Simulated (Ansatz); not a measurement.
**WS in Ansatz: convergence with smearing width**

Input of the first run (smearing width 0.3 eV); the others differ in this setting and in those tied to it:

Contents of input.yaml:

```yaml
crystal:
  lattice:
    - [3.44484848, 0.0, 0.0]
    - [0.0, 3.44484848, 0.0]
    - [0.0, 0.0, 3.44484848]
  atoms:
    - { symbol: W, position: [0.5, 0.5, 0.5] }
    - { symbol: S, position: [0.0, 0.0, 0.0] }
hamiltonian:
  xc: pbe
  pseudopotentials: { kind: paw_fr }
magnetization:
  noncollinear: true
  spin_orbit: true
kpoints:
  mp_grid: { grid: [7, 7, 7] }
scf:
  occupations: { method: fermi_dirac, width: 0.3 }
output:
  forces: true
  stress: true
  eigenvalues: true
```

Potentials or basis: Ansatz PAW.

The run is started by

```sh
$ ansatz run input.yaml --threads 2 --pin off --max-ram 5632MiB --backend cpu --events-out ev --progress --plain --runs-dir out
```

The cell was built by a generator and needn't be a form met in nature.

Hardware: 2 threads of Arm Neoverse V1, on a shared host.

| smearing width | energy less the tightest run, at zero smearing (meV/atom) | pressure (GPa) | SCF cycles | CPU time (s) | peak memory (GiB) |
| --- | --- | --- | --- | --- | --- |
| 0.3 eV | -20.41 | -32.02 | 8 | 3.6 | 0.38 |
| 0.2 eV | -8.03 | -33.10 | 9 | 5.5 | 0.39 |
| 0.15 eV | -4.78 | -33.54 | 7 | 3.3 | 0.38 |
| 0.1 eV | -3.54 | -33.89 | 8 | 3.7 | 0.38 |
| 0.05 eV | -2.11 | -34.09 | 7 | 3.3 | 0.38 |
| 0.025 eV | -0.72 | -34.14 | 7 | 3.3 | 0.38 |
| 0.01 eV | -0.19 | -34.15 | 7 | 3.3 | 0.38 |
| 0.005 eV | 0.00 | -34.16 | 7 | 3.3 | 0.38 |

Against the tightest run, the energy stays within 1 meV/atom from 0.025 eV on; the pressure stays within 0.1 GPa from 0.05 eV on. Narrower smearing needs a denser k mesh, so at a fixed mesh the narrowest width isn't the most accurate. The tightest run that finished is the yardstick and may itself not be fully converged.

Caveat, for the tightest run too: a pressure of tens of GPa on the cell as given is suspect, and the run, the potentials or the cell itself is likely at fault.
